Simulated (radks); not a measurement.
# Sc⁺ in [Ar] 4s1 4d1: an all-electron calculation

One table from this session's results is given with a row withheld; the runs are named, their logs left out.

Program: radks (a radial shooting solver on a logarithmic mesh, Libxc functionals) version 1. Level of theory: non-relativistic Kohn-Sham, TPSS, spin-polarised, spherical densities, point nucleus; open shells are filled with parallel spins first. These are calculated values, not measurements, unless marked.

### What is computed

```
element       : scandium (Z = 21)
charge        : +1
electrons     : 20
configuration : [Ar] 4s1 4d1
```

The outer shells:

Sc⁺
```
[Ar] core
4s [↑ ]
4d [↑ ][  ][  ][  ][  ]
```

The first run:

Input:

```text
Z 21
configuration [Ar] 4s1 4d1 3d0 4p0 5s0 4f0
relativity non-relativistic
functional tpss,tpss
spin polarised
nucleus point
```

One of the session's tables, all rows but one given; the rest of the session is left out.

It belongs to the step «Shells». Radial moments (bohr):

| level | <r> | outermost maximum (interpolated) | 90 % within | nodes |
| --- | --- | --- | --- | --- |
| 1s up | 0.07354 | 0.0484 | 0.131 | 0 |
| 1s down | 0.07354 | 0.0484 | 0.131 | 0 |
| 2s up | 0.3455 | 0.285 | 0.537 | 1 |
| 2s down | 0.3455 | 0.285 | 0.537 | 1 |
| 2p up | 0.3086 | 0.233 | 0.508 | 0 |
| 2p down | 0.3086 | 0.233 | 0.508 | 0 |
| 3s up | 1.066 | 0.924 | 1.59 | 2 |
| 3s down | 1.065 | 0.924 | 1.59 | 2 |
| 3p up | 1.141 | 0.956 | 1.74 | 1 |
| 3p down | 1.139 | 0.957 | 1.74 | 1 |
| 3d up | 1.453 | 1.02 | 2.45 | 0 |
| 3d down | 1.421 | 1.01 | 2.37 | 0 |
| 4s up | 3.136 | 2.79 | 4.57 | 3 |
| 4p up | 3.675 | 3.24 | 5.37 | 2 |
| 4d up | 5.304 | 4.71 | 7.90 | 1 |
| 5s up | ? | ? | ? | ? |
| 4f up | 8.420 | 6.98 | 12.7 | 0 |

Q: Estimate the row for 5s up from the others.

The run gave: <r>: 6.866; outermost maximum (interpolated): 6.44; 90 % within: 9.86; nodes: 4. In the column «<r>» it lies between 4d up (5.304) and 4f up (8.420).
